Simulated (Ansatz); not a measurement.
# C₃H₄BF: a ladder of functionals and wavefunction methods

An exercise on one series of results from a longer session: the logs are not shown, and one member is left open.

Program: Ansatz 0.2.0, Gaussian basis. Level of theory: functionals in def2-TZVPP, the program's frozen cores in correlated methods. These are calculated values, not measurements.

The runs, in order: LDA (SPW92), PBE-D4, revPBE-D4, BLYP-D4, r2SCAN-D4, B97M-V, PBE0-D4, B3LYP-D4, r2SCANh-D4, r2SCAN0-D4, HSE06-D4, BHLYP-D4, CAM-B3LYP-D4, LC-ωPBE, ωB97X-V, ωB97M-V, B2PLYP, PBE-QIDH; CCSD(T)/def2-SVP; CCSD(T)/def2-TZVPP; MP2/def2-QZVPP; extrapolation to the limit; RPA on PBE.

**Structure used throughout**

All runs share one geometry, relaxed beforehand with PBE0-D4 in a triple-zeta def2 set.

SMILES `BCC#CF`, 9 atoms, charge 0, spin multiplicity 1.

Atoms are counted from 1 here; the program's logs count them from 0.

Bond lengths: B1–C2 1.561 Å, B1–H6 1.197 Å, B1–H7 1.194 Å, C2–C3 1.452 Å, C2–H8 1.101 Å, C2–H9 1.101 Å, C3–C4 1.195 Å, C4–F5 1.277 Å. Angles: C2–B1–H6 117.7°, C2–B1–H7 122.4°, H6–B1–H7 119.8°, B1–C2–C3 118.2°, B1–C2–H8 106.8°, B1–C2–H9 106.7°, C3–C2–H8 110.6°, C3–C2–H9 110.6°, H8–C2–H9 102.8°, C2–C3–C4 178.8°, C3–C4–F5 179.8°.

The first run:

The input, in.yaml:

```yaml
crystal:
  periodic: [false, false, false]
  atoms:
    - {symbol: B, position_ang: [-1.020845, 0.721240, -0.878110]}
    - {symbol: C, position_ang: [-0.522894, -0.401582, 0.084644]}
    - {symbol: C, position_ang: [0.854231, -0.351794, 0.542408]}
    - {symbol: C, position_ang: [1.990784, -0.290407, 0.905163]}
    - {symbol: F, position_ang: [3.204864, -0.228828, 1.296241]}
    - {symbol: H, position_ang: [-2.156964, 0.671462, -1.251376]}
    - {symbol: H, position_ang: [-0.313619, 1.610535, -1.244669]}
    - {symbol: H, position_ang: [-0.731599, -1.361917, -0.412149]}
    - {symbol: H, position_ang: [-1.215459, -0.415010, 0.940749]}
basis:
  gaussian: {orbitals: def2-TZVPP}
hamiltonian: {xc: lda}
output: {orbitals: {seedname: orbitals}}
```

Started as:

```
$ ansatz run in.yaml --threads 2 --pin off --events-out ev --progress --plain --max-ram 4352MiB
```

Among the steps run: LDA; PBE-D4 (GGA); revPBE-D4 (GGA); BLYP-D4 (GGA); r2SCAN-D4 (meta-GGA); B97M-V (meta-GGA); PBE0-D4 (hybrid); B3LYP-D4 (hybrid); r2SCANh-D4 (hybrid); r2SCAN0-D4 (hybrid); HSE06-D4 (hybrid); BHLYP-D4 (hybrid); CAM-B3LYP-D4 (range-separated); LC-ωPBE (range-separated); ωB97X-V (range-separated); ωB97M-V (range-separated); B2PLYP (double hybrid); PBE-QIDH (double hybrid).

One table of the session follows, with a row left open; its other results are not shown here.

It belongs to the step «Frontier levels by functional». 

| functional | HOMO (eV) | LUMO (eV) | gap (eV) |
| --- | --- | --- | --- |
| LDA (SPW92) | -6.37 | -2.93 | 3.44 |
| PBE-D4 | -6.18 | -2.64 | 3.54 |
| revPBE-D4 | -6.11 | -2.52 | 3.59 |
| BLYP-D4 | -6.05 | -2.50 | 3.54 |
| r2SCAN-D4 | -6.40 | -2.21 | 4.19 |
| B97M-V | -6.45 | -2.33 | 4.12 |
| PBE0-D4 | ? | ? | ? |
| B3LYP-D4 | -7.25 | -1.86 | 5.39 |
| r2SCANh-D4 | -6.89 | -1.86 | 5.03 |
| r2SCAN0-D4 | -7.63 | -1.35 | 6.27 |
| HSE06-D4 | -7.07 | -2.00 | 5.08 |
| BHLYP-D4 | -8.66 | -0.58 | 8.07 |
| CAM-B3LYP-D4 | -8.87 | -0.52 | 8.34 |
| LC-ωPBE | -10.25 | 0.73 | 10.98 |
| ωB97X-V | -9.85 | 0.62 | 10.47 |
| ωB97M-V | -9.74 | 0.33 | 10.07 |

Estimate the missing values for PBE0-D4.

The run gave: HOMO (eV): -7.48; LUMO (eV): -1.61; gap (eV): 5.87. In the column «HOMO (eV)» it lies between r2SCAN0-D4 (-7.63) and B3LYP-D4 (-7.25).
